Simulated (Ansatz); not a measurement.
**BeBH3 (singlet): wave-function methods side by side at distance Be2–H5 = 1.185 Å, 6-31G**

An exercise on one series of results from a longer session: the logs are not shown, and one member is left open.

The runs use Ansatz 0.2.0, Gaussian basis; 6-31G, core rule «outside noble gas», up to 2 orbitals frozen.

To be run: UHF; CCSD(T) on RHF; BCCD(T) on RHF; CISD; CCSDT(Q) on RHF; CCSDTQ on RHF; CASSCF and MRCISD+Q, 2 electrons in 2 orbitals; CASSCF and NEVPT2, 2 electrons in 2 orbitals; Full CI.

38 further runs of the same task are left out: 22 for a known fault of the program, 13 that didn't finish, 3 set aside as unsound or not needed. Runs told in other sessions of the task aren't counted.

### The system

The geometry derives from a PBE0/def2-TZVP stationary point (not a proven minimum). One bond is set to the value named and the two fragments are kept rigid.

5 atoms, charge 0, spin multiplicity 1.

Atoms are counted from 1 here; the program's logs count them from 0.

Bond lengths: B1–Be2 1.873 Å, B1–H3 1.202 Å, B1–H4 1.202 Å, Be2–H5 1.185 Å. Angles: Be2–B1–H3 123.4°, Be2–B1–H4 123.4°, H3–B1–H4 113.2°, B1–Be2–H5 180.0°.

Geometry (Å):

```
B     0.00000    0.00000    0.81540
Be    0.00000    0.00000   -1.05776
H     0.00000    1.00318    1.47726
H     0.00000   -1.00318    1.47726
H     0.00000    0.00000   -2.24276
```

The first run:

File in.yaml:

```yaml
crystal:
  periodic: [false, false, false]
  atoms:
    - {symbol: B, position_ang: [0.000000, 0.000000, 0.815402]}
    - {symbol: Be, position_ang: [0.000000, 0.000000, -1.057759]}
    - {symbol: H, position_ang: [0.000000, 1.003181, 1.477258]}
    - {symbol: H, position_ang: [0.000000, -1.003180, 1.477258]}
    - {symbol: H, position_ang: [0.000000, 0.000000, -2.242759]}
basis:
  gaussian: {orbitals: 6-31G}
magnetization: {spin_polarized: true, initial_magnetization: 0}
hamiltonian: {xc: hf}
output: {orbitals: {seedname: orbitals}}
```

Run with:

```
ansatz run in.yaml --threads 1 --pin off --events-out ev --progress --plain --max-ram 2393MiB
```

Among the steps run: UHF; CCSD(T) on RHF; BCCD(T) on RHF; CISD; CCSDT(Q) on RHF; CCSDTQ on RHF; CASSCF and MRCISD+Q, 2 electrons in 2 orbitals; CASSCF and NEVPT2, 2 electrons in 2 orbitals; Full CI.

One of the session's tables, all rows but one given; the rest of the session is left out.

It belongs to the step «Misses and costs». 

| method | from FCI (meV) |
| --- | --- |
| RHF | +2651.0 |
| RMP2 | +682.6 |
| CISD | +159.8 |
| RCCSD | ? |
| RCCSD(T) | +15.8 |
| BCCD(T) | +15.7 |
| RCCSDT | +1.9 |
| RCCSDT(Q) | +0.5 |
| RCCSDTQ | +0.1 |
| CASSCF pair | +2273.1 |
| NEVPT2 pair | +625.0 |
| FCI | 0 |

Estimate the missing values for RCCSD.

**Answer.** from FCI (meV): +57.3. In the column «from FCI (meV)» it lies between RCCSD(T) (+15.8) and CISD (+159.8).

Not comparable, so not listed: CASSCF and MRCISD+Q, 2 electrons in 2 orbitals (they don't share determinant, frozen orbitals or solution with the rows shown, or repeat one).

To keep in mind: Warnings in the runs' records: passed over end.
